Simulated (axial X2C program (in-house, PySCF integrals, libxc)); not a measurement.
# AuZn⁺: properties at the nuclei

Wanted for AuZn⁺: properties at the nuclei, at the two-component level.

Program: an in-house X2C program for linear molecules on PySCF integrals. Level of theory: two-component X2C with atomic mean-field terms, Au dyall-cv3z, Zn dyall-cv3z. These are calculated values, not measurements.

## Step 1: The job

Input file task.json:

```json
{
 "zs": [
  79,
  30
 ],
 "q": 1,
 "bas": [
  "dyall-cv3z",
  "dyall-cv3z"
 ],
 "r0": 2.42,
 "levels": [
  "PBE0",
  "HF",
  "r2SCAN",
  "PBE",
  "B3LYP"
 ],
 "nst": 3
}
```

Keys: zs atomic numbers; q charge; bas basis sets; r0 starting distance in Å; levels methods (HF also brings MP2); nst determinants followed.

Run with:

```sh
$ python soeom.py task.json out
```

Further steps of the session: Expectation values, lowest determinant; Expectation values, a higher determinant.

Before running it: what results should come out? Wanted: lowest determinant; qzz Au; qzz Zn; higher determinant; Eeff magnitude; Ws magnitude Au; A∥/gI Au (for each run or level that gives them).

As calculated:

| quantity | value |
| --- | --- |
| lowest determinant | Ω = 0 (closed shell) |
| qzz Au (a.u.), PBE0 | 0.23 |
| qzz Zn (a.u.), PBE0 | -0.24 |
| higher determinant | Ω = 1 (excess of +ω over −ω: 2 × ω = 1/2) |
| Eeff magnitude (GV/cm), PBE0, higher determinant | 12.8 |
| Ws magnitude Au (kHz), PBE0, higher determinant | 18.6 |
| A∥/gI Au (MHz), PBE0, higher determinant | 13400 |
| qzz Au (a.u.), PBE0, higher determinant | 2.25 |

**Reading.** The expectation values come from single determinants, which for open shells can mix terms of unlike spin or miss the lowest Ω, so a determinant need not be a state. Eeff is the effective electric field on the electron dipole moment in this Ω state and Ws the scalar–pseudoscalar constant (defined with the proton number Z and per Ω); A∥ is the parallel hyperfine constant, which follows by multiplying with the nuclear g factor gI = μI/(I μN); qzz is the electric field gradient, eQq0 = 234.96 MHz × Q/barn × qzz. The operators were transformed with the bare-nucleus X2C matrices.
